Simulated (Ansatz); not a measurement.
# RbAl2Se4: the cost of one run

Computed, not measured: Ansatz 0.2.0, DFT, PBEsol, no spin polarisation, plane waves, PAW.

**1. The system as given**

The structure is tetragonal, space group I-4 (No. 82). Conventional cell: a = 5.807 Å, b = 5.807 Å, c = 11.503 Å, α = 90.00°, β = 90.00°, γ = 90.00°. Rb (site symmetry -4) has 4 Se at 2.57 Å as nearest neighbours. Al (site symmetry -4) is surrounded by 4 Se at 2.51 Å. Se (site symmetry 1) is surrounded by 2 Al at 2.51 Å and 1 Rb at 2.57 Å.

Coordinates:

```
CELL_PARAMETERS angstrom
0.00000 5.80719 0.00000
5.80719 0.00000 0.00000
2.90360 2.90360 -5.75127
ATOMIC_POSITIONS crystal
Rb 0.00000 0.00000 0.00000
Al 0.75000 0.25000 0.50000
Se 0.38000 0.39000 0.74000
Se 0.61000 0.12000 0.26000
Se 0.88000 0.87000 0.74000
Se 0.13000 0.62000 0.26000
Al 0.50000 0.50000 0.00000
```

Its first density is an earlier solution for the same cell, read from a checkpoint.

**2. The run**

Input file input.yaml:

```yaml
crystal:
  lattice:
    - [0.0, 5.807195, 0.0]
    - [5.807195, 0.0, 0.0]
    - [2.903597, 2.903597, -5.751265]
  atoms:
    - { symbol: Rb, position: [0.0, 0.0, 0.0] }
    - { symbol: Al, position: [0.75, 0.25, 0.5] }
    - { symbol: Se, position: [0.38, 0.39, 0.74] }
    - { symbol: Se, position: [0.61, 0.12, 0.26] }
    - { symbol: Se, position: [0.88, 0.87, 0.74] }
    - { symbol: Se, position: [0.13, 0.62, 0.26] }
    - { symbol: Al, position: [0.5, 0.5, 0.0] }
  symmetry: { tolerance: 0.0003 }
kpoints:
  mp_grid: { grid: [7, 7, 7], shift: [0, 0, 0] }
  band_path:
    path:
      - [0.0, 0.0, 0.0]
      - [0.5, -0.5, 0.0]
      - [0.5, -0.5, 0.25]
      - [0.0, -0.5, 0.0]
      - [0.0, 0.0, 0.0]
      - [0.0, 0.0, 0.5]
      - [0.0, -0.37255697, 0.31372151]
      - [0.0, -0.62744303, -0.31372151]
      - [0.0, 0.0, 0.0]
      - [0.5, -0.5, 0.0]
      - [0.37255697, -0.62744303, -0.12744303]
    npoints: 6
magnetization:
  spin_polarized: false
scf:
  occupations: { method: fermi_dirac }
  lower_state_search: "off"
  max_iter: 200
hamiltonian:
  pseudopotentials: { kind: paw }
  xc: pbesol
basis:
  ecutwfc: 420
  fft_grid_basis: typed
output:
  forces: true
  stress: true
  eigenvalues: true
  bader: true
  populations: true
  elf: true
  write_potential: true
  volumetric_format: npy
  dos:
    e_range: [-12, 8]
    de: 0.05
    projected: { site_lists: { Al: [Al], Rb: [Rb], Se: [Se] } }
checkpoint:
  read: saved_state
```

Q: Estimate wall time and peak memory on 1 thread of an x86-64 CPU, shared host.

About 88 s, with a peak of 0.85 GiB.
